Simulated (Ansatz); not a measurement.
# C3H9F2NSi: the cost of one run

Method: RKS B3LYP-D4/STO-3G, in Ansatz 0.2.0.

**1. Starting point**

Bond lengths (14 of 15 bonds, heavy atoms first): Si1–N2 1.820 Å, N2–C3 1.470 Å, N2–C7 1.470 Å, Si1–C11 1.870 Å, Si1–F15 1.589 Å, Si1–F16 1.589 Å, C3–H4 1.110 Å, C3–H5 1.110 Å, C3–H6 1.110 Å, C7–H8 1.110 Å, C7–H9 1.110 Å, C7–H10 1.110 Å, C11–H12 1.110 Å, C11–H13 1.110 Å. Angles (14 of 27 angles, heavy atoms first): Si1–N2–C3 120.0°, Si1–N2–C7 120.0°, C3–N2–C7 120.0°, N2–Si1–C11 109.4°, N2–Si1–F15 109.5°, N2–Si1–F16 109.5°, C11–Si1–F15 109.5°, C11–Si1–F16 109.5°, F15–Si1–F16 109.5°, N2–C3–H4 109.5°, N2–C3–H5 109.5°, N2–C3–H6 109.5°, N2–C7–H8 109.5°, N2–C7–H9 109.5°.

As a file:

```xyz
16

Si    0.0000    0.0000    0.0000
N     0.0000    0.0000    1.8200
C    -1.2162   -0.3762    2.5550
H    -1.8642   -0.9999    1.9045
H    -0.9378   -0.9533    3.4614
H    -1.7663    0.5401    2.8549
C     1.2162    0.3762    2.5550
H     1.4641   -0.4163    3.2916
H     2.0585    0.4943    1.8418
H     1.0457    1.3351    3.0874
C     1.7634    0.0000   -0.6227
H     2.1111   -1.0463   -0.7509
H     1.8119    0.5276   -1.5981
H     2.4154    0.5187    0.1108
F    -0.7489    1.2974   -0.5295
F    -0.7489   -1.2974   -0.5295
```

**2. Preparing the start**

input.yaml reads:

```yaml
crystal:
  periodic: [false, false, false]
  atoms:
    - { symbol: Si, position_ang: [0.0, 0.0, 0.0] }
    - { symbol: "N", position_ang: [0.0, 0.0, 1.82] }
    - { symbol: C, position_ang: [-1.2162, -0.3762, 2.555] }
    - { symbol: H, position_ang: [-1.8642, -0.9999, 1.9045] }
    - { symbol: H, position_ang: [-0.9378, -0.9533, 3.4614] }
    - { symbol: H, position_ang: [-1.7663, 0.5401, 2.8549] }
    - { symbol: C, position_ang: [1.2162, 0.3762, 2.555] }
    - { symbol: H, position_ang: [1.4641, -0.4163, 3.2916] }
    - { symbol: H, position_ang: [2.0585, 0.4943, 1.8418] }
    - { symbol: H, position_ang: [1.0457, 1.3351, 3.0874] }
    - { symbol: C, position_ang: [1.7634, 0.0, -0.6227] }
    - { symbol: H, position_ang: [2.1111, -1.0463, -0.7509] }
    - { symbol: H, position_ang: [1.8119, 0.5276, -1.5981] }
    - { symbol: H, position_ang: [2.4154, 0.5187, 0.1108] }
    - { symbol: F, position_ang: [-0.7489, 1.2974, -0.5295] }
    - { symbol: F, position_ang: [-0.7489, -1.2974, -0.5295] }
basis:
  gaussian: { orbitals: STO-3G }
hamiltonian:
  xc: b3lyp
  dispersion: d4
relax:
  f_tol: 0.02
  max_steps: 40
output:
  orbitals: {}
```

On the command line:

```sh
$ ansatz run input.yaml --threads 1 --pin off --max-ram 2048MiB --backend cpu --events-out ev --progress --plain --runs-dir out
```

What time and memory should one allow on 1 thread of Arm Neoverse V1, shared host?

About 86 s, with a peak of 0.16 GiB.
